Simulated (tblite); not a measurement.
# C8H9O: the cost of one run

The runs use tblite 0.8.0 and PySCF 2.14.0, with density-fitted response routines of our own; the level of theory stands in each step. All values are computed, except where a source is named. Atoms count from 0, in the outputs and in this text.

### 1 The starting structure

18 atoms, charge 0, multiplicity 2; geometry from: force field or distance geometry start.

Bonds of the start (Å): C0–C1 1.55, C1–C2 1.47, C2–C3 1.53, C3–C4 1.34, C2–C5 1.53, C5–C6 1.52, C6–C7 1.51, C6–O8 1.23, C2–H9 1.10, C3–H10 1.09, C4–H11 1.08, C4–H12 1.09, C5–H13 1.10, C5–H14 1.09, C7–H15 1.09, C7–H16 1.09, C7–H17 1.08.

### 2 Relaxing the molecule with GFN2-xTB

What the job is given:

```
{"job": {"kind": "relax", "xc": "GFN2-xTB", "basis": "xTB"}, "charge": 0, "multiplicity": 2}
C     -0.566900    -3.372100     0.404400
C     -0.719500    -1.826900     0.373600
C     -0.823800    -0.363400     0.314800
C     -2.059300    -0.003900    -0.516500
C     -3.075000     0.741100    -0.056600
C      0.409200     0.246300    -0.344200
C      1.623100     0.180800     0.567600
C      2.974300     0.372800    -0.073100
O      1.520700     0.018400     1.787500
H     -0.957800     0.031800     1.333500
H     -2.114600    -0.409400    -1.523800
H     -3.089400     1.159500     0.939600
H     -3.935000     0.953600    -0.689700
H      0.258900     1.306000    -0.578100
H      0.653300    -0.266500    -1.273900
H      3.752800     0.292900     0.689800
H      3.127200    -0.405900    -0.825900
H      3.013000     1.351200    -0.540400
```

On the command line:

```console
OMP_NUM_THREADS=1 python probes_run.py task.json out
```

The driver reads the jobs from task.json and runs them one after another.

**Question.** How long does this first job take on 1 thread of Intel Xeon at 2.50GHz, shared host?

About 3.3 s.
